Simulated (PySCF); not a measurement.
**In2O: relaxation and vibrations of the singlet**

Aim: relax In2O as a singlet from a hand-made bent geometry, check by its vibrations whether the end is a minimum, and collect its spectrum and constants.

The runs use PySCF 2.14.0; PBE0, basis O def2-TZVP, In def2-TZVP with ECP28, scalar-relativistic core potentials, no spin–orbit coupling, density fitting.

## Step 1: The system as given

3 atoms, charge 0, spin multiplicity 1.

Bond lengths: O1–In2 2.050 Å, O1–In3 2.050 Å. Angles: In2–O1–In3 110.0°.

```xyz
3
charge 0 multiplicity 1
O     0.0000    0.0000   -1.0993
In    1.6793    0.0000    0.0765
In   -1.6793    0.0000    0.0765
```

## Step 2: Relaxation: bent start, singlet

The steps below are one call of a driver around PySCF. For each, scf.py gives the equivalent set-up of the SCF; relaxations use the driver's own optimiser. Before each start the driver seeks the lowest SCF state from one or more starting densities and follows internal instabilities, so scf.py alone need not reach the same state.

The program finds C2v symmetry in the start, which this walk keeps. The walk stops when the largest gradient is under 0.0003 Eh/bohr and the energy has settled too.

The input, scf.py:

```python
from pyscf import gto, scf, dft
mol = gto.M(atom='''
O      0.000000     0.000000    -1.099288
In     1.679300    -0.000000     0.076512
In    -1.679300     0.000000     0.076512''',
    basis={'O': 'def2-TZVP', 'In': 'def2-TZVP'},
    ecp={'In': 'def2-TZVP'},
    charge=0, spin=0)
mf = dft.RKS(mol, xc='PBE0')
mf.grids.atom_grid = (50, 194)
aux = {'O': 'def2-universal-JKFIT', 'In': 'def2-universal-JKFIT'}
mf = mf.density_fit(auxbasis=aux)
mf.kernel()
```

After this run come: Vibrations and properties at this point.

Before running it: what results should come out? Wanted: minimum; geometry; wavenumbers; dipole moment; highest occupied, lowest empty level; polar-tensor charge of O1; zero-point energy; atomisation energy.

**Answer**, as computed:

| quantity | value |
| --- | --- |
| minimum | singlet, D∞h |
| geometry | O–In 2.000 Å (×2); In–O–In 180.0° |
| wavenumbers (cm⁻¹) | 54 (πu), 209 (σg+), 755 (σu+) |
| dipole moment | 0.00 D |
| highest occupied, lowest empty level | -5.85, -1.09 eV |
| polar-tensor charge of O1 | -1.31 e |
| zero-point energy | 6.4 kJ/mol |
| entropy at 298.15 K | 306.2 J/(mol K) |
| atomisation energy (no zero-point energy) | 750 kJ/mol |

What this shows: The bent start (C2v) ends in a minimum of D∞h symmetry. In the infrared the band at 755 cm⁻¹ (σu+) leads. The dipole vanishes although O1 carries -1.3 e by the polar tensor: the bond dipoles cancel. Only this shape and spin were tried, so other structures or states may lie lower. Take wavenumbers under 90 cm⁻¹ as rough.
